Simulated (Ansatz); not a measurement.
# AlSiH3ClO radical: an energy map over bond length Si1–O2 and angle H5–Si1–O2

A grid of calculations on AlClH₃OSi, SMILES [SiH3][O][Al][Cl], spin multiplicity 2, to see where the energy is lowest and how it rises around there.

Computed with Ansatz 0.2.0. Level: UKS PBE-D4/def2-SVP.

### Step 1. The system as given

7 atoms, charge 0, spin multiplicity 2.

Atoms are counted from 1 here; the program's logs count them from 0.

Bond lengths: Si1–O2 1.669 Å, Si1–H5 1.505 Å, Si1–H6 1.505 Å, Si1–H7 1.504 Å, O2–Al3 1.710 Å, Al3–Cl4 2.131 Å. Angles: O2–Si1–H5 110.2°, O2–Si1–H6 110.2°, O2–Si1–H7 109.7°, H5–Si1–H6 108.7°, H5–Si1–H7 109.0°, H6–Si1–H7 109.0°, Si1–O2–Al3 166.3°, O2–Al3–Cl4 119.4°.

Coordinates:

```
Si   -0.00404    0.90884   -0.74943
O     0.01658   -0.47858    0.17736
Al    0.04511   -2.08444    0.76419
Cl    0.03501   -2.42839    2.86680
H     1.21236    0.96134   -1.63485
H    -1.23457    0.93663   -1.61617
H    -0.00926    2.11659    0.14641
```

This geometry comes from a loose relaxation at PBE in a small basis, which is not shown.

### Step 3. The grid

The axes are (1) bond length Si1–O2: 15 values from 1.435 to 2.336 Å; (2) angle H5–Si1–O2: 15 values from 65.2 to 155.2 °.

Nothing else is relaxed (all other coordinates rigid). Energies count from the relaxed molecule at the same level.

(The set-up runs are not shown.)

### Step 4. Grid point bond length Si1–O2 = 1.757 Å, angle H5–Si1–O2 = 97.4°

File input.yaml:

```yaml
crystal:
  periodic: [false, false, false]
  atoms:
    - { symbol: Si, position_ang: [-0.004044, 0.908843, -0.74943] }
    - { symbol: O, position_ang: [0.017677, -0.552062, 0.226446] }
    - { symbol: Al, position_ang: [0.046205, -2.15792, 0.813271] }
    - { symbol: Cl, position_ang: [0.036107, -2.50187, 2.915885] }
    - { symbol: H, position_ang: [1.285874, 0.668258, -1.487395] }
    - { symbol: H, position_ang: [-1.234566, 0.936635, -1.616166] }
    - { symbol: H, position_ang: [-0.009256, 2.116586, 0.146406] }
magnetization:
  spin_polarized: true
  initial_magnetization: 1
basis:
  gaussian: { orbitals: def2-SVP }
hamiltonian:
  xc: pbe
  dispersion: d4
output:
  forces: true
```

On the command line:

```sh
$ ansatz run input.yaml --threads 1 --pin off --max-ram 2560MiB --backend cpu --events-out ev --progress --plain --runs-dir out
```

The session goes on with these runs: the other points that were computed.

Before running it: what results should come out? Wanted: lowest point; largest force on an atom.

**Answer**, as computed:

```
                                            quantity                                                                                                                                                    value
                                        lowest point                                                                                       bond length Si1–O2 = 1.692 Å, angle H5–Si1–O2 = 110.2°, 0.8 kJ/mol
highest computed point (blank points may lie higher)                                                                      bond length Si1–O2 = 2.336 Å, angle H5–Si1–O2 = 155.2°, 369 kJ/mol above the lowest
                     largest force on an atom (eV/Å)  0.6 at bond length Si1–O2 = 1.692 Å, angle H5–Si1–O2 = 110.2° to 17.0 at bond length Si1–O2 = 1.435 Å, angle H5–Si1–O2 = 65.2°; 0.6 at the lowest point
                             time for the whole task                                                                                                                          26 min on 1 thread, shared host
```

**Reading.** The lowest computed point is at bond length Si1–O2 = 1.692 Å, angle H5–Si1–O2 = 110.2°, 0.8 kJ/mol from the relaxed molecule at the same level. The grid is coarse, so the lowest point of the scanned range may lie between grid points; coordinates that were held can hide deeper minima. No other kind of well shows on this grid. The highest computed point, bond length Si1–O2 = 2.336 Å, angle H5–Si1–O2 = 155.2°, lies 369 kJ/mol above the lowest. Round the minimum the two coordinates are nearly uncoupled.
